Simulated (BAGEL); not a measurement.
# ScF3 (SMILES [F][Sc]([F])[F]) at HF/STO-3G (density fitting with qzvpp-jkfit)

Aim: the energy change on altering one bond length of ScF3 at HF/STO-3G (density fitting with qzvpp-jkfit), from 2 runs. 

The results are computed with BAGEL 1.2.2.

2 further runs of the same task are left out: 1 that didn't finish, 1 set aside as unsound or not needed.

## 1. The system as given

ScF3 has 4 atoms, charge 0, and is taken as a singlet. As SMILES, `[F][Sc]([F])[F]`. Geometry: relaxed at PBE0-D4/def2-TZVP.

Bond lengths: F1–Sc2 1.838 Å, Sc2–F3 1.838 Å, Sc2–F4 1.838 Å. Angles: F1–Sc2–F3 120.0°, F1–Sc2–F4 120.0°, F3–Sc2–F4 120.0°.

## 2. The energy at HF/STO-3G (density fitting with qzvpp-jkfit)

calc.json reads:

```json
{ "bagel" : [

{
  "title" : "molecule",
  "basis" : "sto-3g",
  "df_basis" : "qzvpp-jkfit",
  "angstrom" : "true",
  "geometry" : [
    { "atom" : "F", "xyz" : [       0.863200,       0.327000,       1.588200 ] },
    { "atom" : "Sc", "xyz" : [       0.014000,      -0.014900,      -0.005100 ] },
    { "atom" : "F", "xyz" : [      -0.169100,      -1.745500,      -0.595100 ] },
    { "atom" : "F", "xyz" : [      -0.652500,       1.373000,      -1.008300 ] }
  ]
},

{
  "title" : "hf"
},

{
  "title" : "print",
  "file" : "orbitals.molden",
  "orbitals" : "true"
}

]}
```

The run is started by

```sh
BAGEL_NUM_THREADS=1 BAGEL calc.json > calc.out
```

Standard output:

```text
* using 1 threads per process

  ===============================================================
  ===============================================================

  *** Geometry ***

  { "atom" : "F", "xyz" : [      1.631212,      0.617940,      3.001263 ] },
  { "atom" : "Sc", "xyz" : [      0.026456,     -0.028157,     -0.009638 ] },
  { "atom" : "F", "xyz" : [     -0.319553,     -3.298517,     -1.124576 ] },
  { "atom" : "F", "xyz" : [     -1.233046,      2.594594,     -1.905411 ] },

  Number of auxiliary basis functions:      495

  Since a DF basis is specified, we compute 2- and 3-index integrals:
    o Being stored without compression. Storage requirement is 0.004 GB

  Number of basis functions:       33
  Number of electrons      :       48

    * METHOD: MOLECULE                             0.15

  *** RHF ***

  === Nuclear Repulsion ===
   203.6832280645

      * DIIS with orbital gradients will be used.

  === RHF iteration (sto-3g) ===
      0      -1046.43792027          0.01986509           0.02
      1      -1046.56346373          0.00841776           0.02
      2      -1046.58298558          0.00089929           0.02
      3      -1046.58351852          0.00020463           0.02
      4      -1046.58355478          0.00004352           0.02
      5      -1046.58355602          0.00000653           0.02
      6      -1046.58355605          0.00000103           0.02
      7      -1046.58355605          0.00000027           0.02
      8      -1046.58355605          0.00000007           0.02
      9      -1046.58355605          0.00000002           0.02
     10      -1046.58355605          0.00000000           0.02
    * SCF iteration converged.

    * Permanent dipole moment:
           (   -0.000401,    -0.000695,     0.000108) a.u.

    * METHOD: HF                                   0.34

    * METHOD: PRINT                                0.00

  ===============================================================
```

It took 0.66 s on 1 thread of Arm Neoverse V2, shared host.

## 3. The distorted shape, same level

calc.json reads:

```json
{ "bagel" : [

{
  "title" : "molecule",
  "basis" : "sto-3g",
  "df_basis" : "qzvpp-jkfit",
  "angstrom" : true,
  "geometry" : [
    { "atom" : "F", "xyz" : [    1.287779,    0.497941,    2.384810 ] },
    { "atom" : "Sc", "xyz" : [    0.014000,   -0.014900,   -0.005100 ] },
    { "atom" : "F", "xyz" : [   -0.169100,   -1.745500,   -0.595100 ] },
    { "atom" : "F", "xyz" : [   -0.652500,    1.373000,   -1.008300 ] }
  ]
},
{
  "title" : "hf"
},
{
  "title" : "print",
  "file" : "orbitals.molden",
  "orbitals" : true
}

]}
```

The run is started by

```sh
BAGEL_NUM_THREADS=1 BAGEL calc.json > calc.out
```

Standard output:

```text
* using 1 threads per process

  ===============================================================
  ===============================================================

  *** Geometry ***

  { "atom" : "F", "xyz" : [      2.433550,      0.940972,      4.506638 ] },
  { "atom" : "Sc", "xyz" : [      0.026456,     -0.028157,     -0.009638 ] },
  { "atom" : "F", "xyz" : [     -0.319553,     -3.298517,     -1.124576 ] },
  { "atom" : "F", "xyz" : [     -1.233046,      2.594594,     -1.905411 ] },

  Number of auxiliary basis functions:      495

  Since a DF basis is specified, we compute 2- and 3-index integrals:
    o Being stored without compression. Storage requirement is 0.004 GB

  Number of basis functions:       33
  Number of electrons      :       48

    * METHOD: MOLECULE                             0.15

  *** RHF ***

  === Nuclear Repulsion ===
   180.0125112545

      * DIIS with orbital gradients will be used.

  === RHF iteration (sto-3g) ===
      0      -1046.14074315          0.02178079           0.02
      1      -1046.16984751          0.02976482           0.02
      2      -1046.37787649          0.00373874           0.02
      3      -1046.38413096          0.00152725           0.02
      4      -1046.38630141          0.00051421           0.02
      5      -1046.38664267          0.00015725           0.02
      6      -1046.38665973          0.00003660           0.02
      7      -1046.38666141          0.00001489           0.02
      8      -1046.38666159          0.00000305           0.02
      9      -1046.38666159          0.00000084           0.02
     10      -1046.38666159          0.00000029           0.02
     11      -1046.38666159          0.00000011           0.02
     12      -1046.38666159          0.00000003           0.02
     13      -1046.38666159          0.00000001           0.02
     14      -1046.38666159          0.00000000           0.02
    * SCF iteration converged.

    * Permanent dipole moment:
           (    0.396944,     0.159388,     0.745595) a.u.

    * METHOD: HF                                   0.38

    * METHOD: PRINT                                0.00

  ===============================================================
```

Run time: 0.7 s. Hardware: 1 thread of Arm Neoverse V2, shared host.

## 4. What came out

Level: HF/STO-3G (density fitting with qzvpp-jkfit).

| quantity | value |
| --- | --- |
| first shape: total energy | -1046.58356 Eh |
| first shape: dipole moment | 0.00 D |
| first shape: HOMO energy | -11.38 eV |
| first shape: LUMO energy | 3.52 eV |
| first shape: HOMO–LUMO gap | 14.89 eV |
| distorted shape: total energy | -1046.38666 Eh |
| distorted shape: dipole moment | 2.18 D |
| distorted shape: HOMO energy | -7.10 eV |
| distorted shape: LUMO energy | 2.75 eV |
| distorted shape: HOMO–LUMO gap | 9.85 eV |
| energy change with the F1–Sc2 bond stretched from 1.838 to 2.756 Å | 5.358 eV |

What this shows: With the F1–Sc2 bond stretched from 1.838 to 2.756 Å the energy rises by 5.36 eV (517 kJ/mol). The first shape isn't relaxed at this level, so the change isn't measured from a minimum. A restricted reference can't describe the breaking bond well at this length. The minimal basis adds a large error of its own.
